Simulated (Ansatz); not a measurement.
# H5NOSSn, SMILES [NH2][SnH]([OH])[SH]: a rigid scan of one bond length

With Ansatz's Python interface.

Typed at the interpreter:
```pycon
>>> import ansatz as az
>>> import numpy as np
>>> BASIS = "def2-SVP"
>>> XC = "B3LYP"
>>> geometry = (
...     az.Crystal.molecule()
...     .atom("N", [-0.4708, 0.7875, -1.43])
...     .atom("Sn", [0.2478, -0.2629, 0.1246])
...     .atom("O", [0.4756, -2.1386, -0.4565])
...     .atom("S", [-1.2102, -0.1727, 1.9839])
...     .atom("H", [-0.6162, 1.8076, -1.1189])
...     .atom("H", [0.2125, 0.8605, -2.188])
...     .atom("H", [1.8167, 0.4229, 0.613])
...     .atom("H", [0.8519, -2.5891, 0.3694])
...     .atom("H", [-1.2188, 1.2384, 2.0854])
... )
>>> symbols = [site.symbol for site in geometry.cartesian_sites]
>>> start = np.array([site.position_ang for site in geometry.cartesian_sites])
>>> axis = (start[6] - start[1]) / np.linalg.norm(start[6] - start[1])
>>> moving = [6]
>>> lengths, energies = [1.567, 1.638, 1.709, 1.781, 1.852, 1.923, 1.994, 2.101], []
>>> for length in lengths:
...     xyz = start.copy()
...     xyz[moving] += (length - np.linalg.norm(start[6] - start[1])) * axis
...     point = az.Crystal.molecule()
...     for symbol, place in zip(symbols, xyz):
...         point = point.atom(symbol, place.tolist())
...     model = point.calculation().basis(gaussian=BASIS).functional(XC)
...     rep = model.run(threads=1).report
...     energies.append(rep["free_energy_ev"])
...     print(f"r = {length:6.3f} A  E = {energies[-1]:.5f} eV  <S^2> = {abs(rep['mean_field']['state']['spin_squared']):.3f}")
...
r =  1.567 A  E = -20281.65917 eV  <S^2> = 0.000
r =  1.638 A  E = -20281.82023 eV  <S^2> = 0.000
r =  1.709 A  E = -20281.88849 eV  <S^2> = 0.000
r =  1.781 A  E = -20281.88615 eV  <S^2> = 0.000
r =  1.852 A  E = -20281.83106 eV  <S^2> = 0.000
r =  1.923 A  E = -20281.73733 eV  <S^2> = 0.000
r =  1.994 A  E = -20281.61562 eV  <S^2> = 0.000
r =  2.101 A  E = -20281.39713 eV  <S^2> = 0.000
>>> fit = np.polynomial.Polynomial.fit(lengths, np.array(energies) - min(energies), 4).convert()
>>> roots = [r.real for r in fit.deriv().roots() if abs(r.imag) < 1e-9 and fit.deriv(2)(r.real) > 0]
>>> r_e = min(roots, key=lambda r: abs(r - lengths[int(np.argmin(energies))]))
>>> print(f"minimum of the fit at {r_e:.4f} A, force constant {fit.deriv(2)(r_e):.2f} eV/A^2")
minimum of the fit at 1.7414 A, force constant 12.27 eV/A^2
```

Caveats:
- Total energies depend on the basis set; only differences at equal settings carry meaning.
- The rest of the molecule is held rigid at a force-field or estimated start geometry, and the basis set is modest; single-reference methods fail as a bond breaks.
- def2 sets replace the cores of elements past krypton by effective core potentials.
- b3lyp holds the VWN-RPA fit, as in Gaussian; the form of ORCA and Turbomole is b3lyp5.
- The orbitals are restricted, so S² is zero by construction.
- Finished in 29 s on 1 thread of Arm Neoverse V1 (shared host), peak memory 0.27 GiB.

(Lines on the test bed's own set-up are left out of the output.)
